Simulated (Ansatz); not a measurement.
# Zn8HO8: the cost of one run

Method: DFT PBE, plane waves, PAW, scalar-relativistic, no spin polarisation, in Ansatz 0.2.0.

The COD cell was measured well above room temperature, so it is larger than a cold one.

### Step 1. Starting point

The cell holds 17 atoms (HO8Zn8): a = 6.507 Å, b = 5.635 Å, c = 5.207 Å, α = 90.00°, β = 90.00°, γ = 90.00°.

Its coordinates follow in the input file.

### Step 2. Preparing the start

The input, input.yaml:

```yaml
accuracy: low
crystal:
  lattice:
    - [-3.2533, -5.634881, 0.0]
    - [4.87995, -2.81744, 0.0]
    - [0.0, 0.0, 5.2073]
  atoms:
    - { symbol: Zn, position: [0.5, 0.3333333, 0.0] }
    - { symbol: Zn, position: [0.5, 0.6666667, 0.5] }
    - { symbol: O, position: [0.5, 0.3333333, 0.382] }
    - { symbol: O, position: [0.5, 0.6666667, 0.882] }
    - { symbol: Zn, position: [0.25, 0.8333333, 0.0] }
    - { symbol: Zn, position: [0.25, 0.1666667, 0.5] }
    - { symbol: O, position: [0.25, 0.8333333, 0.382] }
    - { symbol: O, position: [0.25, 0.1666667, 0.882] }
    - { symbol: Zn, position: [0.0, 0.3333333, 0.0] }
    - { symbol: Zn, position: [0.0, 0.6666667, 0.5] }
    - { symbol: O, position: [0.0, 0.3333333, 0.382] }
    - { symbol: O, position: [0.0, 0.6666667, 0.882] }
    - { symbol: Zn, position: [0.75, 0.8333333, 0.0] }
    - { symbol: Zn, position: [0.75, 0.1666667, 0.5] }
    - { symbol: O, position: [0.75, 0.8333333, 0.382] }
    - { symbol: O, position: [0.75, 0.1666667, 0.882] }
    - { symbol: H, position: [0.2516032, 0.6559769, 0.6867773] }
total_charge: 1
basis:
  ecutwfc: 420.0
kpoints:
  mp_grid: { grid: [2, 2, 2] }
hamiltonian:
  xc: pbe
  pseudopotentials: { kind: paw, azcp: { folder: soft_1 } }
scf:
  occupations: { method: fermi_dirac, width: 0.05 }
  lower_state_search: "off"
relax:
  f_tol: 0.08
  max_steps: 25
  adjacent_minimum: "off"
```

Started as:

```console
> ansatz run input.yaml --threads 1 --pin off --max-ram 3072MiB --backend cpu --events-out ev --progress --plain --runs-dir out
```

**Question.** How long does this run take on 1 thread of Arm Neoverse V1, shared host, and how much memory does it need?

About 3.3 min, with a peak of 0.48 GiB.
